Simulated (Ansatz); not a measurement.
# CuSb5: the cost of one run

Program: Ansatz 0.2.0. Level of theory: DFT PBE, scalar-relativistic, plane waves, PAW. These are calculated values, not measurements.

**1. The starting structure**

The cell holds 12 atoms (Cu2Sb10): a = 6.735 Å, b = 6.735 Å, c = 8.248 Å, α = 90.00°, β = 90.00°, γ = 120.00°.

The sites of an ideal fcc lattice, at a guessed lattice constant, take 2 Cu, 10 Sb (sublattices apart by semicolons), with a shake of 0.02 Å. Warren-Cowley parameters of the first shell (negative: unlike neighbours preferred): Cu-Sb +0.00. In a cell this small the draw can fall short of the order aimed at.

Structure file:

```cif
data_structure
_symmetry_space_group_name_H-M 'P 1'
_symmetry_Int_Tables_number 1
_cell_length_a 6.7348
_cell_length_b 6.7348
_cell_length_c 8.2484
_cell_angle_alpha 90.000
_cell_angle_beta 90.000
_cell_angle_gamma 120.000
_cell_volume 324.00
loop_
_atom_site_label
_atom_site_type_symbol
_atom_site_fract_x
_atom_site_fract_y
_atom_site_fract_z
_atom_site_occupancy
Cu1 Cu 0.33364 0.16429 0.66646 1
Cu2 Cu 0.83322 0.67251 0.66768 1
Sb1 Sb 0.49765 0.99530 0.00163 1
Sb2 Sb 0.99789 0.00150 0.99585 1
Sb3 Sb 0.83559 0.16861 0.66745 1
Sb4 Sb 0.66658 0.33144 0.33390 1
Sb5 Sb 0.16306 0.33257 0.33441 1
Sb6 Sb 0.49800 0.49842 0.00123 1
Sb7 Sb 0.00102 0.50048 0.00111 1
Sb8 Sb 0.33615 0.66872 0.66924 1
Sb9 Sb 0.66363 0.83014 0.32759 1
Sb10 Sb 0.16435 0.83294 0.33065 1
```

**2. Relaxing on a coarse mesh**

Cell and atoms move without symmetry, on a coarse mesh with loose thresholds.

Input file input.yaml:

```yaml
crystal:
  lattice:
    - [-4.76220316, -4.76220316, 0.0]
    - [0.0, 4.76220316, 4.76220316]
    - [-4.76220316, 4.76220316, -4.76220316]
  atoms:
    - { symbol: Cu, position: [0.3336417509, 0.1642879143, 0.6664628075] }
    - { symbol: Cu, position: [0.8332204879, 0.6725050483, 0.6676826956] }
    - { symbol: Sb, position: [0.4976519981, 0.9952952879, 0.0016306501] }
    - { symbol: Sb, position: [0.9978918132, 0.0014978028, 0.995847199] }
    - { symbol: Sb, position: [0.8355935911, 0.168610583, 0.667445193] }
    - { symbol: Sb, position: [0.6665826879, 0.3314354408, 0.3338988888] }
    - { symbol: Sb, position: [0.1630648062, 0.3325665193, 0.3344143927] }
    - { symbol: Sb, position: [0.4980033834, 0.4984165953, 0.0012335689] }
    - { symbol: Sb, position: [0.0010200701, 0.5004832191, 0.0011071543] }
    - { symbol: Sb, position: [0.3361508411, 0.66872025, 0.6692439661] }
    - { symbol: Sb, position: [0.6636261462, 0.830136309, 0.327587449] }
    - { symbol: Sb, position: [0.1643500069, 0.8329389138, 0.3306482655] }
  symmetry: { detect: false }
basis:
  ecutwfc: 420
kpoints:
  mp_grid: { grid: [2, 2, 2], shift: [0.5, 0.5, 0.5] }
hamiltonian:
  xc: pbe
scf:
  occupations: { method: gaussian, width: 0.1 }
  lower_state_search: "off"
output:
  forces: true
  stress: true
  eigenvalues: true
relax:
  adjacent_minimum: "off"
  f_tol: 0.04
  max_steps: 50
  cell: { stress_tol: 0.3 }
```

On the command line:

```
> ansatz run input.yaml --threads 4 --pin off --max-ram 9216MiB --backend cpu --events-out ev --progress --plain --runs-dir out
```

What time and memory should one allow on 4 threads of Intel Xeon at 2.50GHz (Skylake/Cascade Lake), shared host?

About 6 min, with a peak of 1 GiB.
